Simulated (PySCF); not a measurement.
# [La(PH3)]2+: other functionals and bases at one geometry

How far do other levels of theory move the description of [La(PH3)]2+, and what does each cost? The species was built from a template and needn't be a known compound.

Computed with PySCF 2.14.0. Level: several levels, as the steps say, no spin–orbit coupling.

1 further run of the same task is left out (for a known fault of the program).

## (1) Starting geometry

5 atoms, charge 2, spin multiplicity 1.

Bond lengths: La1–P2 3.268 Å, P2–H3 1.419 Å, P2–H4 1.419 Å, P2–H5 1.419 Å. Angles: La1–P2–H3 117.2°, La1–P2–H4 117.2°, La1–P2–H5 117.2°, H3–P2–H4 100.7°, H3–P2–H5 100.7°, H4–P2–H5 100.7°.

Geometry (Å):

```xyz
5

La    0.0000    0.0000   -0.6647
P     0.0000    0.0000    2.6037
H     1.2613    0.0000    3.2530
H    -0.6306    1.0923    3.2530
H    -0.6307   -1.0923    3.2530
```

Formal oxidation states: La +2. Each metal's 1 4f electrons lie in its core potential, so multiplicities, spins and levels count the valence alone. For divalent La, Ce, Gd or Lu the extra electron is normally 5d or 6s, so this core forces an excited configuration. An earlier session relaxed this geometry at PBE0, La lcecp-0-SVP with ECP47, P def2-SVP, H def2-SVP (singlet, point group C3v).

At PBE0 on the finer grid: E = -368.425950 Eh, frontier levels not given, since the 4f levels lie in the core, Mulliken charge on La1 +1.70 e, largest force component 0.008 eV/Å. 

Levels to run: TPSSh; CAM-B3LYP; PBE0, TZVP. Hardware: 2 threads of Intel Xeon Platinum 8488C (Sapphire Rapids), shared host.

## (2) TPSSh

File run.py (the lines that set the calculation):

```python
mol = gto.M(atom='''
La     0.00000     0.00000    -0.66473
P      0.00000     0.00000     2.60375
H      1.26130     0.00000     3.25297
H     -0.63064     1.09232     3.25297
H     -0.63065    -1.09231     3.25297''',
    basis={'La': 'lcecp-0-SVP', 'P': 'def2-SVP', 'H': 'def2-SVP'},
    ecp={'La': 'lcecp-0-SVP'},
    charge=2, spin=0)
mf = dft.RKS(mol, xc='TPSSH')
mf.grids.atom_grid = (75, 302)  # f atoms: unpruned, at least (60, 302)
mf = mf.density_fit()  # fitting sets: La AutoAux, P def2-universal-JKFIT, H def2-universal-JKFIT
mf.conv_tol = 1e-08; mf.max_cycle = 55
mf.kernel(dm0)  # dm0: the density of the relaxed state
```

Command:

```
> OMP_NUM_THREADS=2 python run.py
```

## (3) CAM-B3LYP

Edit run.py (the lines that set the calculation) of step 2 so:

```diff
@@ -9,3 +9,3 @@
     charge=2, spin=0)
-mf = dft.RKS(mol, xc='TPSSH')
+mf = dft.RKS(mol, xc='CAMB3LYP')
 mf.grids.atom_grid = (75, 302)  # f atoms: unpruned, at least (60, 302)
```

## (4) PBE0, TZVP

Basis: La lcecp-0-TZVP with ECP47, P def2-TZVP, H def2-TZVP. 

File run.py (the lines that set the calculation):

```python
mol = gto.M(atom='''
La     0.00000     0.00000    -0.66473
P      0.00000     0.00000     2.60375
H      1.26130     0.00000     3.25297
H     -0.63064     1.09232     3.25297
H     -0.63065    -1.09231     3.25297''',
    basis={'La': 'lcecp-0-TZVP', 'P': 'def2-TZVP', 'H': 'def2-TZVP'},
    ecp={'La': 'lcecp-0-TZVP'},
    charge=2, spin=0)
mf = dft.RKS(mol, xc='PBE0')
mf.grids.atom_grid = (75, 302)  # f atoms: unpruned, at least (60, 302)
mf = mf.density_fit()  # fitting sets: La AutoAux, P def2-universal-JKFIT, H def2-universal-JKFIT
mf.conv_tol = 1e-08; mf.max_cycle = 55
mf.kernel(dm0)  # dm0: free metal ions and neutral atoms
```

Q: Predict the outcome of this session. Wanted: for each run, charge on La1; dipole; largest force.

The runs gave:

| level | state | charge on La1 (e) | dipole (D) | largest force (eV/Å) | basis functions | time |
| --- | --- | --- | --- | --- | --- | --- |
| PBE0 (relaxed here) | singlet | 1.70 | 0.90 | 0.01 | 64 | 4.7 s |
| TPSSh | singlet | 1.70 | 0.90 | 0.15 | 64 | 3 s |
| CAM-B3LYP | singlet | 1.70 | 1.14 | 0.20 | 64 | 2.6 s |
| PBE0, TZVP | singlet | 1.76 | 0.79 | 0.17 | 102 | 5.3 s |

Times are on 2 threads of Intel Xeon Platinum 8488C (Sapphire Rapids), shared host; the first row also made further properties. The dipole of a charged species depends on the origin, so these sizes hold for this origin alone.

The largest leftover force, 0.20 eV/Å with CAM-B3LYP, stands at a geometry relaxed at another level. The Mulliken charge on La spans +1.70 to +1.76 e over the levels. With 4f in the core, its levels are missing from HOMO and gap. Total energies of different levels can't be compared. Spin–orbit coupling is left out throughout.
